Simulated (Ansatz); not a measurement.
# C₄H₆Si: one species, many methods

How much do the methods differ for C₄H₆Si? The plan is to run it at one geometry with functionals of several rungs and with coupled cluster. The yardstick is the atomisation energy at the CCSD(T) limit.

Program: Ansatz 0.2.0, Gaussian basis. Level of theory: functionals in def2-TZVPP, the program's frozen cores in correlated methods. These are calculated values, not measurements.

The runs, in order: LDA (SPW92), PBE-D4, revPBE-D4, BLYP-D4, r2SCAN-D4, B97M-V, PBE0-D4, B3LYP-D4, r2SCANh-D4, r2SCAN0-D4, HSE06-D4, BHLYP-D4, CAM-B3LYP-D4, LC-ωPBE, ωB97X-V, ωB97M-V, B2PLYP, PBE-QIDH; CCSD(T)/def2-SVP; CCSD(T)/def2-TZVPP; MP2/def2-QZVPP; extrapolation to the limit; RPA on PBE.

### Step 1. The relaxed structure

An earlier PBE0-D4 in a triple-zeta def2 set relaxation fixed the geometry.

11 atoms, charge 0, spin multiplicity 1.

Atoms are counted from 1 here; the program's logs count them from 0.

Bond lengths: C1–C2 1.342 Å, C1–C5 1.477 Å, C1–H6 1.087 Å, C2–Si3 1.863 Å, C2–H7 1.082 Å, Si3–C4 1.863 Å, Si3–H8 1.489 Å, Si3–H9 1.489 Å, C4–C5 1.342 Å, C4–H10 1.082 Å, C5–H11 1.087 Å. Angles: C2–C1–C5 117.1°, C2–C1–H6 123.5°, C5–C1–H6 119.5°, C1–C2–Si3 106.5°, C1–C2–H7 122.5°, Si3–C2–H7 131.0°, C2–Si3–C4 92.8°, C2–Si3–H8 113.9°, C2–Si3–H9 113.9°, C4–Si3–H8 113.9°, C4–Si3–H9 113.9°, H8–Si3–H9 108.2°, Si3–C4–C5 106.5°, Si3–C4–H10 131.0°, C5–C4–H10 122.5°, C1–C5–C4 117.1°, C1–C5–H11 119.5°, C4–C5–H11 123.5°.

### Step 2. LDA

This LDA is Slater exchange with PW92 correlation.

The input, in.yaml:

```yaml
crystal:
  periodic: [false, false, false]
  atoms:
    - {symbol: C, position_ang: [-1.139180, 0.658424, -0.195778]}
    - {symbol: C, position_ang: [-0.828894, 0.230918, 1.037782]}
    - {symbol: Si, position_ang: [0.815359, -0.633766, 0.901448]}
    - {symbol: C, position_ang: [0.934531, -0.314177, -0.929807]}
    - {symbol: C, position_ang: [-0.173821, 0.360031, -1.272897]}
    - {symbol: H, position_ang: [-2.050560, 1.202856, -0.430422]}
    - {symbol: H, position_ang: [-1.472293, 0.401493, 1.890877]}
    - {symbol: H, position_ang: [0.767546, -2.078037, 1.258731]}
    - {symbol: H, position_ang: [1.899595, 0.005761, 1.695986]}
    - {symbol: H, position_ang: [1.699337, -0.578952, -1.647995]}
    - {symbol: H, position_ang: [-0.386318, 0.688449, -2.287324]}
basis:
  gaussian: {orbitals: def2-TZVPP}
hamiltonian: {xc: lda}
output: {orbitals: {seedname: orbitals}}
```

On the command line:

```console
> ansatz run in.yaml --threads 4 --pin off --events-out ev --progress --plain --max-ram 10444MiB
```

The runs that follow: PBE-D4 (GGA); revPBE-D4 (GGA); BLYP-D4 (GGA); r2SCAN-D4 (meta-GGA); B97M-V (meta-GGA); B3LYP-D4 (hybrid); r2SCANh-D4 (hybrid); r2SCAN0-D4 (hybrid); HSE06-D4 (hybrid); BHLYP-D4 (hybrid); CAM-B3LYP-D4 (range-separated); LC-ωPBE (range-separated); ωB97X-V (range-separated); ωB97M-V (range-separated); B2PLYP (double hybrid); PBE-QIDH (double hybrid); CCSD(T) in def2-SVP; CCSD(T) in def2-TZVPP; MP2 in def2-QZVPP; RPA on PBE orbitals.

**Question.** What will the summary of the whole plan be? Wanted: atomisation energy, CCSD(T)/CBS; farthest beyond LDA; mean size of error, GGA; mean size of error, meta-GGA; mean size of error, hybrid; mean size of error, range-separated; mean size of error, double hybrid; gap, smallest and largest; T1 diagnostic.

The runs gave:

| quantity | value |
| --- | --- |
| atomisation energy, CCSD(T)/CBS | 47.591 eV |
| functionals within 0.238 eV (0.5 %) | revPBE-D4, BLYP-D4, B97M-V, B3LYP-D4, r2SCANh-D4, CAM-B3LYP-D4, LC-ωPBE, ωB97X-V, ωB97M-V, PBE-QIDH |
| farthest beyond LDA | PBE-D4 (+1.219 eV) |
| mean size of error, GGA | 0.476 eV |
| mean size of error, meta-GGA | 0.246 eV |
| mean size of error, hybrid | 0.433 eV |
| mean size of error, range-separated | 0.121 eV |
| mean size of error, double hybrid | 0.239 eV |
| gap, smallest and largest | 3.35 eV (BLYP-D4), 10.14 eV (LC-ωPBE) |
| T1 diagnostic | 0.0125 |
| triples share of the correlation energy | 4.7 % |

What this shows: The LDA atomisation energy is off by 6.699 eV (14 %): it overbinds. PBE-D4 is off by +1.219 eV. Double hybrids carry the basis error of their MP2 part in triple zeta, and no dispersion term here, so their miss is partly the set-up's. By mean error the best rung here is range-separated (0.121 eV) and the worst beyond LDA is GGA (0.476 eV). hybrid functionals lie within the reference's doubt of that worst mean (0.433 eV), so those two tie. The gap between the best rungs is small, so their order is not settled. The reference freezes the cores and leaves out relativity and excitations past (T), so misses under about 0.238 eV can't be ranked. Hartree-Fock recovers 75 % of the binding; the rest is correlation. CCSD(T) in def2-SVP is off by -2.074 eV, more than most functionals: a good method in a small basis is no reference. The gap grows from 3.4 to 10.1 eV across the functionals, mostly with the share of exact exchange. The restricted reference is unstable towards a spin-broken one.
